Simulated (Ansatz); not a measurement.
**Si₂BH₆F: basis-set convergence**

How large a basis does Si₂BH₆F need? Two functionals are run in growing sets.

The runs use Ansatz 0.2.0, Gaussian basis; one geometry, several basis sets.

Plan: PBE0-D4/def2-SVP; ωB97M-V/def2-SVP; PBE0-D4/def2-QZVPP; ωB97M-V/def2-QZVPP; the functionals' def2-TZVPP values are taken from earlier runs.

### Step 1. The geometry

All runs share one geometry, relaxed beforehand with PBE0-D4 in a triple-zeta def2 set.

SMILES `F[SiH2]B[SiH3]`, 10 atoms, charge 0, spin multiplicity 1.

Atoms are counted from 1 here; the program's logs count them from 0.

Bond lengths: F1–Si2 1.608 Å, Si2–B3 1.996 Å, Si2–H5 1.489 Å, Si2–H6 1.490 Å, B3–Si4 2.004 Å, B3–H7 1.199 Å, Si4–H8 1.496 Å, Si4–H9 1.487 Å, Si4–H10 1.488 Å. Angles: F1–Si2–B3 113.1°, F1–Si2–H5 107.1°, F1–Si2–H6 107.3°, B3–Si2–H5 110.6°, B3–Si2–H6 109.7°, H5–Si2–H6 108.9°, Si2–B3–Si4 125.2°, Si2–B3–H7 115.5°, Si4–B3–H7 119.2°, B3–Si4–H8 103.6°, B3–Si4–H9 113.4°, B3–Si4–H10 114.2°, H8–Si4–H9 108.0°, H8–Si4–H10 108.1°, H9–Si4–H10 109.1°.

Geometry (Å):

```xyz
10

F    -2.1824    0.9651    0.1160
Si   -0.8848    1.3176   -0.7650
B     0.6791    0.1466   -0.3575
Si    0.6778   -1.3647    0.9580
H    -1.2787    1.1885   -2.1955
H    -0.5341    2.7390   -0.4865
H     1.6616    0.3508   -1.0133
H     0.1551   -2.5213    0.1664
H    -0.2370   -1.1458    2.1092
H     2.0266   -1.7269    1.4709
```

### Step 2. PBE0-D4 in def2-SVP

in.yaml

```yaml
crystal:
  periodic: [false, false, false]
  atoms:
    - {symbol: F, position_ang: [-2.182444, 0.965114, 0.116026]}
    - {symbol: Si, position_ang: [-0.884795, 1.317559, -0.764959]}
    - {symbol: B, position_ang: [0.679092, 0.146649, -0.357465]}
    - {symbol: Si, position_ang: [0.677797, -1.364731, 0.958035]}
    - {symbol: H, position_ang: [-1.278725, 1.188464, -2.195451]}
    - {symbol: H, position_ang: [-0.534081, 2.739025, -0.486548]}
    - {symbol: H, position_ang: [1.661601, 0.350798, -1.013311]}
    - {symbol: H, position_ang: [0.155072, -2.521329, 0.166383]}
    - {symbol: H, position_ang: [-0.236999, -1.145842, 2.109197]}
    - {symbol: H, position_ang: [2.026583, -1.726907, 1.470893]}
basis:
  gaussian: {orbitals: def2-SVP}
hamiltonian: {xc: pbe0, dispersion: d4}
output: {orbitals: {seedname: orbitals}}
```

Command:

```
ansatz run in.yaml --threads 2 --pin off --events-out ev --progress --plain --max-ram 4352MiB
```

The runs that follow: ωB97M-V in def2-SVP; PBE0-D4 in def2-QZVPP; ωB97M-V in def2-QZVPP.

Q: Predict the results of all the runs planned. Wanted: PBE0-D4: double and triple zeta above quadruple; ωB97M-V: double and triple zeta above quadruple.

**Answer**, as computed:

| quantity | value |
| --- | --- |
| PBE0-D4: double and triple zeta above quadruple | 10.61, 0.74 eV |
| ωB97M-V: double and triple zeta above quadruple | 10.75, 0.69 eV |

**Reading.** For PBE0-D4 the step from double to triple zeta gains 9.87 eV and the next only 0.74 eV. These are total energies; as a rule much of such shifts cancels in differences, which this series doesn't test.
